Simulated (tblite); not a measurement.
# C2H9FSSi2: the cost of one run

Programs: tblite 0.8.0 and PySCF 2.14.0, with density-fitted response routines of our own. Each step states its level of theory. These are calculated values for one molecule in the gas phase, unless marked as measured. Atoms count from 0, in the outputs and in this text.

## Step 1: The molecule as given

15 atoms, charge 0, multiplicity 1; geometry from: force field or distance geometry start.

Bonds of the start (Å): C0–C1 1.52, C1–Si2 1.88, Si2–F3 1.59, Si2–S4 2.12, S4–Si5 2.12, C0–H6 1.09, C0–H7 1.10, C0–H8 1.10, C1–H9 1.09, C1–H10 1.09, Si2–H11 1.48, Si5–H12 1.48, Si5–H13 1.48, Si5–H14 1.49.

## Step 2: Relaxing the molecule with GFN2-xTB

What the job is given:

```
{"job": {"kind": "relax", "xc": "GFN2-xTB", "basis": "xTB"}, "charge": 0, "multiplicity": 1}
C     -2.662800     0.192600     0.560400
C     -1.584300     0.326500    -0.503400
Si     0.164200    -0.018300     0.106200
F      0.216700    -1.514100     0.634200
S      1.509100     0.197400    -1.521800
Si     3.221100    -0.311500    -0.372600
H     -2.706500    -0.813000     0.976700
H     -2.507200     0.903000     1.391000
H     -3.644600     0.407700     0.120000
H     -1.815000    -0.366700    -1.311200
H     -1.621900     1.332300    -0.914700
H      0.519400     0.919200     1.194000
H      4.423200    -0.150600    -1.214000
H      3.147300    -1.719600     0.082500
H      3.337000     0.622800     0.786800
```

Command:

```bash
$ OMP_NUM_THREADS=1 python probes_run.py task.json out
```

This one command runs all jobs of the session in turn.

**Question.** How long does this first job take on 1 thread of Intel Xeon at 2.50GHz, shared host, and how much memory does it need?

About 1.7 s, with a peak of 0.18 GiB.
